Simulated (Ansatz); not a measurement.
# ClFInO radical: small, medium and large basis sets

One table from this session's results is given with a row withheld; the runs are named, their logs left out.

Program: Ansatz 0.2.0, Gaussian basis. Level of theory: one geometry, several basis sets. These are calculated values, not measurements.

Plan: PBE0-D4/def2-SVP; ωB97M-V/def2-SVP; PBE0-D4/def2-QZVPP; ωB97M-V/def2-QZVPP; the functionals' def2-TZVPP values are taken from earlier runs.

## Structure used throughout

All runs share one geometry, relaxed beforehand with PBE0-D4 in a triple-zeta def2 set. In takes the def2 core potential; no spin-orbit term is included.

SMILES `[O][In]([F])[Cl]`, 4 atoms, charge 0, spin multiplicity 2.

Atoms are counted from 1 here; the program's logs count them from 0.

Bond lengths: O1–In2 1.987 Å, In2–F3 1.928 Å, In2–Cl4 2.286 Å. Angles: O1–In2–F3 116.6°, O1–In2–Cl4 124.5°, F3–In2–Cl4 118.9°.

Set-up of the first run:

in.yaml

```yaml
crystal:
  periodic: [false, false, false]
  atoms:
    - {symbol: O, position_ang: [1.425659, 0.078849, 1.450257]}
    - {symbol: In, position_ang: [0.046427, -0.052346, 0.026194]}
    - {symbol: F, position_ang: [-0.424116, -1.828126, -0.559981]}
    - {symbol: Cl, position_ang: [-0.992471, 1.741322, -0.936770]}
basis:
  gaussian: {orbitals: def2-SVP}
magnetization: {spin_polarized: true, initial_magnetization: 1}
hamiltonian: {xc: pbe0, dispersion: d4}
output: {orbitals: {seedname: orbitals}}
```

On the command line:

```
$ ansatz run in.yaml --threads 2 --pin off --events-out ev --progress --plain --max-ram 31744MiB --backend cpu
```

Among the steps run: PBE0-D4 in def2-SVP; ωB97M-V in def2-SVP; PBE0-D4 in def2-QZVPP; ωB97M-V in def2-QZVPP.

One table of the session follows, with a row left open; its other results are not shown here.

It belongs to the step «Density functionals: the series». 

```
functional       basis  HOMO (eV)  LUMO (eV)
   PBE0-D4    def2-SVP      -9.13      -4.43
   PBE0-D4  def2-TZVPP      -9.37      -4.63
   PBE0-D4  def2-QZVPP      -9.40      -4.66
   ωB97M-V    def2-SVP     -11.50      -2.07
   ωB97M-V  def2-TZVPP          ?          ?
   ωB97M-V  def2-QZVPP     -11.84      -2.45
```

Q: Estimate the row for ωB97M-V, def2-TZVPP from the others.

**Answer.** HOMO (eV): -11.79; LUMO (eV): -2.39. In the column «HOMO (eV)» it lies between ωB97M-V, def2-QZVPP (-11.84) and ωB97M-V, def2-SVP (-11.50).
